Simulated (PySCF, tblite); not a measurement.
# C₈H₉ radical: geometry, infrared bands and EPR parameters

Aim: predict the infrared bands and EPR parameters of C₈H₉ radical (`[C]#CC(C)(C=C)C=C`).

Programs: tblite 0.8.0 and PySCF 2.14.0, with density-fitted response routines of our own. Each step states its level of theory. These are calculated values for one molecule in the gas phase, unless marked as measured. Atoms count from 0, in the outputs and in this text.

## Step 1: Starting geometry

17 atoms, charge 0, multiplicity 2; geometry from: force field or distance geometry start.

Bonds of the start (Å): C0–C1 1.54, C1–C2 1.50, C2–C3 1.55, C2–C4 1.52, C4–C5 1.33, C2–C6 1.52, C6–C7 1.34, C3–H8 1.11, C3–H9 1.09, C3–H10 1.10, C4–H11 1.09, C5–H12 1.10, C5–H13 1.08, C6–H14 1.08, C7–H15 1.09, C7–H16 1.09.

## Step 2: Relaxing the molecule with GFN2-xTB

What the job is given:

```
{"job": {"kind": "relax", "xc": "GFN2-xTB", "basis": "xTB"}, "charge": 0, "multiplicity": 2}
C      1.296100     1.008500    -3.116100
C      0.688200     0.650500    -1.743500
C      0.130700     0.303900    -0.398900
C     -1.102500     1.220500    -0.168400
C      1.168400     0.648900     0.664000
C      1.621800    -0.122700     1.652100
C     -0.216600    -1.178100    -0.428000
C     -1.389200    -1.764700    -0.160800
H     -1.545300     1.029600     0.825900
H     -0.834700     2.274900    -0.199100
H     -1.881100     1.053500    -0.920600
H      1.578200     1.656400     0.592100
H      2.371600     0.256900     2.354700
H      1.278100    -1.135500     1.819800
H      0.610300    -1.830900    -0.685100
H     -1.495600    -2.849400    -0.209200
H     -2.285100    -1.210300     0.111200
```

Run with:

```
> OMP_NUM_THREADS=1 python probes_run.py task.json out
```

This one command runs all jobs of the session in turn.

**Question.** This job is followed by: GFN2-xTB harmonic vibrations, gas phase; UKS B3LYP, pcH-1 on C H, non-relativistic, mean-field spin-orbit, GIAO. What will the session give for the following? strongest single infrared mode (GFN2-xTB); zero-point energy (GFN2-xTB); g(iso) (B3LYP); ⟨S²⟩; largest a(iso) (averaged by class); potential on the surface of density 0.002 e/bohr³, 1st and 99th percentile.

**Answer**, as computed:

```
                                                                  quantity                 value
                                 strongest single infrared mode (GFN2-xTB)  1114 cm⁻¹, 49 km/mol
                                              zero-point energy (GFN2-xTB)         84.9 kcal/mol
                                                            g(iso) (B3LYP)               2.00261
                                                                      ⟨S²⟩    0.767 (exact 0.75)
                                        largest a(iso) (averaged by class)  13C on C0, 988.2 MHz
potential on the surface of density 0.002 e/bohr³, 1st and 99th percentile    -0.78 V and 0.87 V
```

**Reading.** Over 71 steps the energy fell by 2.655 eV; of the close pairs, C0–C1 changed most, 1.543 to 1.194 Å. All 45 modes are real, so the xTB geometry is a minimum. The strongest single mode, at 1114 cm⁻¹, is carried by C2, H8, C3. Unscaled tight-binding wavenumbers are off by several per cent, some by more. Its intensities can rank the bands wrongly. C0 carries the largest spin population, 1.14 e. The isotropic g lies 0.3 ppt above the free-electron value. These values are for one conformer; the search (at its own cheap level) found 2 more, at 0.00, 0.40 kcal/mol (those within 0.05 may be mirror or relabelled copies), and measured spectra average over such forms.
